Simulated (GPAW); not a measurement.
**NbTe in GPAW: the effect of target pressure**

NbTe:

```
CELL_PARAMETERS angstrom
3.70297 0.00000 0.00000
-1.85149 3.20687 0.00000
0.00000 0.00000 3.69421
ATOMIC_POSITIONS crystal
Te 0.66667 0.33333 0.00000
Nb 0.00000 0.00000 0.50000
```

The cell comes from a database or a generator and needn't be the stable form of this composition.

Alike in all runs:

| Quantity | Value |
| --- | --- |
| Program | GPAW 26.7.0 |
| Task | relaxation of cell and atoms |
| Functional | PBEsol |
| Potentials or basis | PAW data sets generated in the run's folder for this functional |
| Cutoff | 600 eV |
| Basis | pw |
| k mesh | 7 × 7 × 6 |
| Occupations | fermi-dirac, width 0.05 eV |
| Spin | no spin polarisation |

Each run relaxes the cell or the atoms first.

| target pressure | target pressure | relaxed volume (Å³/atom) |
| --- | --- | --- |
| 0 GPa | - | 20.84 |
| 2 GPa | 2 GPa | ? |
| 5 GPa | 5 GPa | 20.10 |
| 10 GPa | 10 GPa | 19.48 |
| 20 GPa | 20 GPa | 18.44 |
| 30 GPa | 30 GPa | 17.51 |

Question: What does the run with target pressure 2 GPa give?

Answer: Relaxed volume 20.52 Å³/atom.

Worked out: In Murnaghan's law V^(-B') rises as a straight line in P. The other rows fit best with B' = 2.4, V0 = 20.82 Å³/atom and B0 = 140 GPa, which gives 20.53 Å³/atom at 2 GPa, against the run's 20.52.

Caveats: later steps reuse the first step's grids; the volume moved by over 15 % at a fixed basis, so the end points are rough (some runs).
